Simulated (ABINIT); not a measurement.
# HfGe (P-6m2) in ABINIT: a series of runs

One crystal, HfGe, is run at these levels: PBEsol, BLYP; tasks: single point.

All numbers are computed with ABINIT 10.8.3 (patched build); they aren't measurements. Logs are shortened: lines on timing, memory, paths and dates and some standing lists are left out, and cuts for length are marked. The log counts tension as positive stress, the text compression.

**1. The crystal as given**

Symmetry: P-6m2, No. 187, hexagonal system. Conventional cell: a = 3.934 Å, b = 3.934 Å, c = 3.510 Å, α = 90.00°, β = 90.00°, γ = 120.00°. Around Hf (site symmetry -6m2) lie 3 Ge at 2.27 Å. Ge (site symmetry -6m2) is surrounded by 3 Hf at 2.27 Å.

The cell was built by a generator and needn't be a form met in nature.

**2. Single point, PBEsol, spin-orbit coupling, no magnetisation**

The input, run.abi:

```
# Pseudopotentials
pp_dirpath "./"
pseudos "Hf.GGA_PBE-JTH.xml, Ge.GGA_PBE-JTH.xml"

# Structure
acell 7.4332554557 7.4332554383 6.6322194488
rprim
     1.0000000000     0.0000000000     0.0000000000
    -0.4999999999     0.8660254038     0.0000000000
     0.0000000000     0.0000000000     1.0000000000
ntypat 2
znucl 72 32
natom 2
typat 1 2
xcart
     0.0000000000     0.0000000000     3.3161097244
    -0.0000000309     4.2915920500     3.3161097244

# Plane-wave basis
ecut 16.0
pawecutdg 32.0
pawxcdev 0
pawovlp 30

# k points
kptopt 4
ngkpt 6 6 6
nshiftk 1
shiftk 0.0 0.0 0.0

# Exchange and correlation
ixc -116133

# Bands and occupations
nband 34
occopt 3
tsmear 0.05 eV

# Spin
nspinor 2
nspden 1
pawspnorb 1

# SCF cycle
nstep 100
tolvrs 1.0e-9

# Output
iomode 3
prtwf 0
prtden 0
prteig 0
prtebands 0
enunit 1
```

Potentials or basis: JTH PAW PBE v2.0.

The run is started by

```sh
> abinit run.abi > log 2>&1
```

run.abo:

```text
.Version 10.8.3 of ABINIT
 Symmetries : space group P3 1 2 (#149); Bravais hP (primitive hexag.)
================================================================================
 Values of the parameters that define the memory need of the present run
     intxc =       0    ionmov =       0      iscf =      17    lmnmax =      18
     lnmax =       6     mgfft =      30  mpssoang =       3    mqgrid =    3001
     natom =       2  nloc_mem =       2    nspden =       1   nspinor =       2
    nsppol =       1      nsym =       6    n1xccc =       1    ntypat =       2
    occopt =       3   xclevel =       2
       mpw =         996          nfft =       21600          nkpt =          48
 PAW method is used; the additional fine FFT grid is defined by:
   mgfftf=        40    nfftf =     57600
================================================================================
================================================================================

--------------------------------------------------------------------------------
------------- Echo of variables that govern the present computation ------------
--------------------------------------------------------------------------------
 -outvars: echo values of preprocessed input variables --------
            acell      7.4332554557E+00  7.4332554383E+00  6.6322194488E+00 Bohr
              amu      1.78490000E+02  7.26100000E+01
             ecut      1.60000000E+01 Hartree
           enunit           1
              ixc     -116133
           kptopt           4
         kptrlatt        6    0    0      0    6    0      0    0    6
          kptrlen      3.97933167E+01
            natom           2
            nband          34
            ngfft          30      30      24
          ngfftdg          40      40      36
             nkpt          48
          nspinor           2
            nstep         100
             nsym           6
           ntypat           2
           occopt           3
        pawcpxocc           2
        pawecutdg      3.20000000E+01 Hartree
          pawovlp      3.0000000000E+01
        pawspnorb           1
         pawxcdev           0
           prtden           0
        prtebands           0
           prteig           0
            prtwf           0
            rprim      1.0000000000E+00  0.0000000000E+00  0.0000000000E+00
                      -4.9999999990E-01  8.6602540380E-01  0.0000000000E+00
                       0.0000000000E+00  0.0000000000E+00  1.0000000000E+00
          spgroup         149
           tolvrs      1.00000000E-09
           tsmear      1.83746611E-03 Hartree
            typat      1  2
           useylm           1
           xangst      0.0000000000E+00  0.0000000000E+00  1.7548096938E+00
                       3.3314618322E-09  2.2710126983E+00  1.7548096938E+00
            xcart      0.0000000000E+00  0.0000000000E+00  3.3161097244E+00
                       6.2955504618E-09  4.2915920283E+00  3.3161097244E+00
             xred      0.0000000000E+00  0.0000000000E+00  5.0000000000E-01
[... 129 lines left out ...]

 cartesian coordinates (angstrom) at end:
    1      0.00000000000000     0.00000000000000     1.75480969381582
    2      0.00000000333146     2.27101269834711     1.75480969381582

 cartesian forces (hartree/bohr) at end:
    1     -0.00000000000000     0.00000000000000    -0.00000000000000
    2     -0.00000000000000    -0.00000000000000    -0.00000000000000
 frms,max,avg= 4.9458253E-26 8.5664207E-26   0.000E+00  0.000E+00  0.000E+00 h/b

 cartesian forces (eV/Angstrom) at end:
    1     -0.00000000000000     0.00000000000000    -0.00000000000000
    2     -0.00000000000000    -0.00000000000000    -0.00000000000000
 frms,max,avg= 2.5432456E-24 4.4050306E-24   0.000E+00  0.000E+00  0.000E+00 e/A
 length scales=  7.433255455700  7.433255438300  6.632219448800 bohr
              =  3.933509387308  3.933509378101  3.509619387632 angstroms
 Fermi (or HOMO) energy (eV) =   1.66795   Average Vxc (eV)= -10.11679
 Eigenvalues (   eV  ) for nkpt=  48  k points:
 kpt#   1, nband= 34, wtk=  0.00463, kpt=  0.0000  0.0000  0.0000 (reduced coord)
 -60.15352  -60.15352  -33.68372  -33.68372  -26.99659  -26.99659  -26.76165  -26.76165
 -22.51641  -22.51641  -22.37763  -22.37763  -21.94280  -21.94280  -21.88291  -21.88291
 -21.85996  -21.85996   -8.52286   -8.52286   -0.92835   -0.92835   -0.90381   -0.90381
   0.31625    0.31625    4.14014    4.14014    4.61776    4.61776    4.85811    4.85811
   6.69219    6.69219
 prteigrs : prtvol=0 or 1, do not print more k-points.

--- !EnergyTerms
iteration_state     : {dtset: 1, }
comment             : Components of total free energy in Hartree
kinetic             :  1.23911542506126E+01
hartree             :  3.41109087557041E+01
xc                  : -1.14324449730939E+01
Ewald energy        : -8.19399500288607E+01
psp_core            :  9.26524356805171E+00
local_psp           : -8.53670032717375E+01
PAW spherical_terms : -2.25593637768386E+01
internal            : -1.45531455476162E+02
'-kT*entropy'       : -6.91809758140801E-04
total_energy        : -1.45532147285920E+02
total_energy_eV     : -3.96013147100418E+03
...

--- !EnergyTermsDC
iteration_state     : {dtset: 1, }
comment             : '"Double-counting" decomposition of free energy'
band_energy         : -1.95514659191022E+01
Ewald energy        : -8.19399500288607E+01
psp_core            :  9.26524356805171E+00
xc_dc               : -3.84583668859451E+01
PAW spherical_terms : -1.48469277615121E+01
internal            : -1.45531467027368E+02
'-kT*entropy'       : -6.91809758140801E-04
total_energy_dc     : -1.45532158837127E+02
total_energy_dc_eV  : -3.96013178532851E+03
...

--- !EnergyTermsWithPAWCore
iteration_state     : {dtset: 1, }
comment             : 'Components of total free energy, including PAW core contributions'
Total energy        : -1.71713532820689E+04
Total energy DC     : -1.71713532936201E+04
Total energy (eV)   : -4.67256326524571E+05
Total energy DC (eV): -4.67256326838896E+05
...

 Cartesian components of stress tensor (hartree/bohr^3)
  sigma(1 1)= -1.85408295E-03  sigma(3 2)=  0.00000000E+00
  sigma(2 2)= -1.85408283E-03  sigma(3 1)=  0.00000000E+00
  sigma(3 3)=  4.18536324E-04  sigma(2 1)= -4.01078317E-11

-Cartesian components of stress tensor (GPa)         [Pressure=  3.2261E+01 GPa]
- sigma(1 1)= -5.45490038E+01  sigma(3 2)=  0.00000000E+00
- sigma(2 2)= -5.45490001E+01  sigma(3 1)=  0.00000000E+00
- sigma(3 3)=  1.23137638E+01  sigma(2 1)= -1.18001315E-06

== END DATASET(S) ==============================================================
================================================================================

 -outvars: echo values of variables after computation  --------
            acell      7.4332554557E+00  7.4332554383E+00  6.6322194488E+00 Bohr
           etotal     -1.4553215884E+02
            fcart     -0.0000000000E+00  8.5664206983E-26 -0.0000000000E+00
                      -0.0000000000E+00 -8.5664206983E-26 -0.0000000000E+00
            rprim      1.0000000000E+00  0.0000000000E+00  0.0000000000E+00
                      -4.9999999990E-01  8.6602540380E-01  0.0000000000E+00
                       0.0000000000E+00  0.0000000000E+00  1.0000000000E+00
           strten     -1.8540829539E-03 -1.8540828269E-03  4.1853632423E-04
                       0.0000000000E+00  0.0000000000E+00 -4.0107831739E-11
           xangst      0.0000000000E+00  0.0000000000E+00  1.7548096938E+00
                       3.3314618322E-09  2.2710126983E+00  1.7548096938E+00
             xred      0.0000000000E+00  0.0000000000E+00  5.0000000000E-01
                       3.3333333333E-01  6.6666666667E-01  5.0000000000E-01
 Calculation completed.
```

Run time: 1.7 min. Hardware: 1 thread of Arm Neoverse V2, shared host; peak memory 0.16 GiB.

Results:

| Item | Value |
| --- | --- |
| Free energy | -3960.1318 eV |
| Band gap on the k mesh | none (metal or under the smearing width) |

Caveat: the cutoff is too short for stress, so the log's stress isn't used; the PAW data sets were made with another functional, which shifts forces and pressure a little; the atomic spheres overlap.

**3. Single point, BLYP**

The input, run.abi:

```
# Pseudopotentials
pp_dirpath "./"
pseudos "Hf_ONCV_PBE-1.2.upf, Ge_ONCV_PBE-1.2.upf"

# Structure
acell 3*1.0
rprim
     7.4332554557     0.0000000000     0.0000000000
    -3.7166277184     6.4373880428     0.0000000000
     0.0000000000     0.0000000000     6.6322194488
ntypat 2
znucl 72 32
natom 2
typat 1 2
xred
     0.0000000000     0.0000000000     0.5000000000
     0.3333333300     0.6666666700     0.5000000000

# Plane-wave basis
ecut 707.496042 eV

# k points
kptopt 1
ngkpt 6 6 6
nshiftk 1
shiftk 0.0 0.0 0.0

# Exchange and correlation
ixc -106131

# Bands and occupations
nband 24
occopt 3
tsmear 0.05 eV

# SCF cycle
nstep 100
tolvrs 1.0e-10

# Output
iomode 3
prtwf 0
prtden 0
prteig 0
prtebands 0
prtvol 2
```

Potentials or basis: SG15 NC PBE v1.2.

The run is started by

```sh
> abinit run.abi > log 2>&1
```

It took 44 s on 1 thread of Intel Xeon 6975P-C (Granite Rapids), shared host; peak memory 0.08 GiB.

The run converged. Its results:

```yaml
Free_energy: -8003.2513 eV
Band_gap_on_the_k_mesh: none (metal or under the smearing width)
Valence_electrons_inside_the_program's_atomic_spheres: Hf 22.35; Ge 11.89
```

Levels at points of the mesh, in eV from the Fermi level:
```csv
k point,band 18,band 19,band 20,band 21,band 22,band 23
"(0.00, 0.00, 0.00)",-2.57,-2.57,-1.33,2.42,2.94,2.94
"(0.50, 0.00, 0.00)",-3.66,-0.86,-0.02,0.05,1.55,2.63
"(0.00, 0.00, 0.50)",-3.06,-2.18,-2.18,1.33,1.33,4.72
"(0.50, 0.00, 0.50)",-3.31,-2.36,0.52,0.71,1.48,2.03
```

Caveat: the cutoff is too short for stress, so the log's stress isn't used; the potentials were made for another functional, which shifts forces and pressure.
